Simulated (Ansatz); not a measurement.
# C (Carbon): the cost of one run

All numbers are computed with the Python package of Ansatz 0.2.0. Level of theory: DFT PBE, plane waves, PAW.

A COD entry behind a cell of this session may itself be a prediction, so a difference from it is no test against experiment.

**1. The system**

Symmetry: P6_3/mmc, No. 194, hexagonal system. Conventional cell: a = 2.522 Å, b = 2.522 Å, c = 4.119 Å, α = 90.00°, β = 90.00°, γ = 120.00°. C (site symmetry 3m) has 4 C at 1.54 Å as nearest neighbours.

The script holds or builds the structure itself.

**2. The code**

Contents of run_eos.py:

```python
import argparse

import ansatz as az
from ase.eos import EquationOfState
from ase.units import GPa
import numpy as np

parser = argparse.ArgumentParser(description='Bulk modulus of C from an E(V) curve.')
parser.add_argument('--functional', required=True, help='exchange-correlation functional')
parser.add_argument('--occupations', required=True, help='how the bands are filled')
parser.add_argument('--smearing-width', type=float, default=0.1, help='smearing width (eV)')
parser.add_argument('--cutoff', type=float, default=500.0, help='plane-wave cutoff (eV)')
parser.add_argument('--mesh', type=int, nargs=3, default=[10, 10, 6], help='k-point sampling')
args = parser.parse_args()

vectors0 = np.array([
    [2.5221, 0.0, 0.0],
    [-1.26105, 2.184203, 0.0],
    [0.0, 0.0, 4.1186],
])
sites = [
    ('C', [1 / 3, 2 / 3, 0.0625]),
    ('C', [2 / 3, 1 / 3, 0.5625]),
    ('C', [1 / 3, 2 / 3, 0.4375]),
    ('C', [2 / 3, 1 / 3, 0.9375]),
]


def make_crystal(cell):
    crystal = az.Crystal(lattice=az.Lattice.of(cell))
    for symbol, position in sites:
        crystal = crystal.atom(symbol, position)
    return crystal

volumes, energies, pressures = [], [], []
for scale in np.linspace(0.94, 1.06, 7):
    cell = vectors0 * scale ** (1 / 3)
    setup = (
        make_crystal(cell).calculation()
        .pseudopotentials('paw')
        .functional(args.functional)
        .occupations(args.occupations, width=args.smearing_width)
        .basis(args.cutoff)
        .kpoints(*args.mesh)
        .stress()
    )
    r = setup.run().report
    volumes.append(abs(np.linalg.det(cell)) / len(sites))
    energies.append(r['free_energy_ev'] / len(sites))
    pressures.append(np.trace(r['stress_gpa']) / 3)
    print(f'V = {volumes[-1]:8.4f} A^3/atom  F = {energies[-1]:.5f} eV/atom  P = {pressures[-1]:8.3f} GPa')

eos = EquationOfState(volumes, energies, eos='birchmurnaghan')
v0, e0, bulk = eos.fit()
print(f'V0 = {v0:.4f} A^3/atom, E0 = {e0:.5f} eV/atom, B = {bulk / GPa:.1f} GPa')
```

**3. The input behind the calls**

The engine receives this input (first run):

```yaml
crystal:
  lattice:
    - [2.470614124791518, 0.0, 0.0]
    - [-1.235307062395759, 2.1396149174148555, 0.0]
    - [0.0, 0.0, 4.034523347355911]
  atoms:
    - { symbol: C, position: [0.3333333333333333, 0.6666666666666666, 0.0625] }
    - { symbol: C, position: [0.6666666666666666, 0.3333333333333333, 0.5625] }
    - { symbol: C, position: [0.3333333333333333, 0.6666666666666666, 0.4375] }
    - { symbol: C, position: [0.6666666666666666, 0.3333333333333333, 0.9375] }
basis:
  ecutwfc: 500.0
kpoints:
  mp_grid:
    grid: [10, 10, 6]
hamiltonian:
  xc: pbe
  pseudopotentials:
    kind: paw
scf:
  occupations:
    method: cold
    width: 0.1
output:
  stress: true
```

**4. Running it**

The run is started by

```sh
$ python run_eos.py --functional pbe --occupations Marzari-Vanderbilt
```

What time and memory should one allow on 1 thread of Arm Neoverse V1, shared host?

About 8.8 s, with a peak of 0.35 GiB.
